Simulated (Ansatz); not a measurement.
**Al₂Ga (doublet): wave-function methods side by side, cc-pVDZ**

One table from this session's results is given with a row withheld; the runs are named, their logs left out.

Method: cc-pVDZ, core rule «outside noble gas», up to 24 orbitals frozen; program: Ansatz 0.2.0, Gaussian basis.

Plan: UHF; CCSD(T) on ROHF; CCSD(T) on UHF; BCCD(T) on ROHF; CISD; CCSDT(Q) on ROHF; CCSDT(Q) on UHF; CCSDTQ on ROHF; CASSCF and MRCISD+Q, 9 electrons in 12 orbitals; CASSCF and NEVPT2, 9 electrons in 12 orbitals.

5 further runs of the same task are left out: 5 set aside as unsound or not needed.

**The system**

The geometry is a PBE0/def2-TZVP stationary point (not a proven minimum). No spin-orbit coupling is included. The filled d shell of Ga may be among the frozen orbitals whatever the setting's name suggests; the logs give the count.

3 atoms, charge 0, spin multiplicity 2.

Atoms are counted from 1 here; the program's logs count them from 0.

Bond lengths: Al1–Al2 2.534 Å, Al1–Ga3 2.493 Å, Al2–Ga3 2.493 Å. Angles: Al2–Al1–Ga3 59.5°, Al1–Al2–Ga3 59.5°, Al1–Ga3–Al2 61.1°.

Set-up of the first run:

in.yaml

```yaml
crystal:
  periodic: [false, false, false]
  atoms:
    - {symbol: Al, position_ang: [0.000000, -1.266803, 1.210044]}
    - {symbol: Al, position_ang: [0.000000, 1.266805, 1.210043]}
    - {symbol: Ga, position_ang: [0.000000, -0.000001, -0.936530]}
basis:
  gaussian: {orbitals: cc-pVDZ}
magnetization: {spin_polarized: true, initial_magnetization: 1}
hamiltonian: {xc: hf}
output: {orbitals: {seedname: orbitals}}
```

Started as:

```console
ansatz run in.yaml --threads 1 --pin off --events-out ev --progress --plain --max-ram 2560MiB --backend cpu
```

Among the steps run: UHF; CCSD(T) on ROHF; CCSD(T) on UHF; BCCD(T) on ROHF; CISD; CCSDT(Q) on ROHF; CCSDT(Q) on UHF; CCSDTQ on ROHF; CASSCF and MRCISD+Q, 9 electrons in 12 orbitals; CASSCF and NEVPT2, 9 electrons in 12 orbitals.

One table of the session follows, with a row left open; its other results are not shown here.

| method | from RCCSDTQ (kcal/mol) |
| --- | --- |
| ROHF | +138.63 |
| RMP2 | +26.97 |
| UMP2 | +33.96 |
| CISD | +26.60 |
| RCCSD | +12.49 |
| UCCSD | +12.22 |
| RCCSD(T) | +2.17 |
| UCCSD(T) | +2.42 |
| BCCD(T) | +2.17 |
| RCCSDT | +1.26 |
| UCCSDT | ? |
| RCCSDT(Q) | +0.01 |
| UCCSDT(Q) | -0.15 |
| RCCSDTQ | 0 |
| CASSCF valence | +58.15 |
| NEVPT2 valence | +13.78 |
| MRCISD valence | +4.26 |
| MRCISD+Q valence | -0.21 |

Q: Estimate the row for UCCSDT from the others.

As computed: from RCCSDTQ (kcal/mol): +1.14. In the column «from RCCSDTQ (kcal/mol)» it lies between RCCSDT(Q) (+0.01) and RCCSDT (+1.26).

Some runs used a GPU and others CPU threads alone; cost is compared among the CPU runs only.

Among the levels timed on like hardware, those that no quicker one beats, quickest first: CISD (8.5 s, +26.60 kcal/mol); RCCSD(T) (59 s, +2.17 kcal/mol); RCCSDT(Q) (1.8 min, +0.01 kcal/mol).

To keep in mind: The determinant is far from a pure spin state, so its energy mixes those of several spin states (harmless only where they are near-degenerate, as at dissociation). Left out of the table: UHF (another determinant or state than the rows shown). Of the multireference levels listed MRCISD+Q valence comes nearest in total energy (-0.21 kcal/mol), which doesn't show that its space is the better one. Restricted and unrestricted rows rest on different reference determinants; where their highest levels disagree by more than a few hundredths of an eV, they describe different states and don't form one ladder.
